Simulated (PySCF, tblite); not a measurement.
# C4H9PSi2: geometry, infrared bands and NMR shifts

Wanted: the infrared bands and NMR shifts of C4H9PSi2 (`C#C/C([SiH3])=C/[SiH2]P`), by calculation.

Computed with tblite 0.8.0 and PySCF 2.14.0, with density-fitted response routines of our own, on a single molecule in the gas phase. Atoms count from 0, in the outputs and in this text.

### Step 1. The molecule as given

16 atoms, charge 0, multiplicity 1; geometry from: force field or distance geometry start.

Bonds of the start (Å): C0–C1 1.22, C1–C2 1.44, C2–Si3 1.83, C2–C4 1.32, C4–Si5 1.86, Si5–P6 2.19, C0–H7 1.08, Si3–H8 1.47, Si3–H9 1.48, Si3–H10 1.47, C4–H11 1.09, Si5–H12 1.48, Si5–H13 1.46, P6–H14 1.46, P6–H15 1.46.

### Step 2. Optimising the geometry with GFN2-xTB

What the job is given:

```
{"job": {"kind": "relax", "xc": "GFN2-xTB", "basis": "xTB"}, "charge": 0, "multiplicity": 1}
C      0.336000     3.610900     0.337300
C      0.085400     2.419700     0.349300
C     -0.154500     0.998900     0.387500
Si    -1.613300     0.387700    -0.534100
C      0.675000     0.233400     1.078800
Si     0.350400    -1.597400     1.107300
P      0.911200    -2.471500    -0.824500
H      0.532600     4.671300     0.335700
H     -1.575200     0.772800    -1.952100
H     -2.799800     1.041900     0.066100
H     -1.845800    -1.054900    -0.410900
H      1.532000     0.656500     1.604900
H      1.228300    -2.125600     2.172000
H     -1.038200    -1.884700     1.467000
H      1.286600    -3.863800    -0.567900
H      2.081800    -1.786500    -1.360500
```

Launch:

```console
$ OMP_NUM_THREADS=1 python probes_run.py task.json out
```

The driver reads the jobs from task.json and runs them one after another.

**Question.** This job is followed by: GFN2-xTB harmonic vibrations, gas phase; GIAO PBE0/pcSseg-1 NMR shielding, non-relativistic, gas phase. What will the session give for the following? strongest single infrared mode (GFN2-xTB); zero-point energy (GFN2-xTB); ¹³C shifts against TMS (PBE0/pcSseg-1); ¹H shifts against TMS (PBE0/pcSseg-1, means over atoms taken as alike); ²⁹Si shifts against TMS (PBE0/pcSseg-1); ³¹P shifts against H3PO4 (PBE0/pcSseg-1).

**Answer**, as computed:

```
                                                              quantity                             value
                             strongest single infrared mode (GFN2-xTB)              780 cm⁻¹, 325 km/mol
                                          zero-point energy (GFN2-xTB)                     61.2 kcal/mol
                                ¹³C shifts against TMS (PBE0/pcSseg-1)      160.4, 147.9, 95.2, 90.6 ppm
¹H shifts against TMS (PBE0/pcSseg-1, means over atoms taken as alike)  7.65, 4.78, 4.40, 3.35, 1.13 ppm
                               ²⁹Si shifts against TMS (PBE0/pcSseg-1)                  -61.9, -74.7 ppm
                              ³¹P shifts against H3PO4 (PBE0/pcSseg-1)                        -301.0 ppm
```

In words: The optimisation took 49 steps and gained 0.798 eV; among the close pairs (by a distance rule), P6–H14 changed most, from 1.465 to 1.383 Å. The lowest mode is slightly imaginary (15i cm⁻¹), a soft motion within the noise of the Hessian, so the minimum is not strictly shown. The strongest single mode, at 780 cm⁻¹, moves mainly H9 and H8. Unscaled tight-binding wavenumbers are off by several per cent, some by more. Its intensities can rank the bands wrongly. H11 (hydrogen on an alkene CH) lies farthest downfield among hydrogen, at 7.65 ppm; olefinic region. At PBE0/pcSseg-1: The largest span, 316 ppm, is at C1, where the paramagnetic term is -155 ppm.
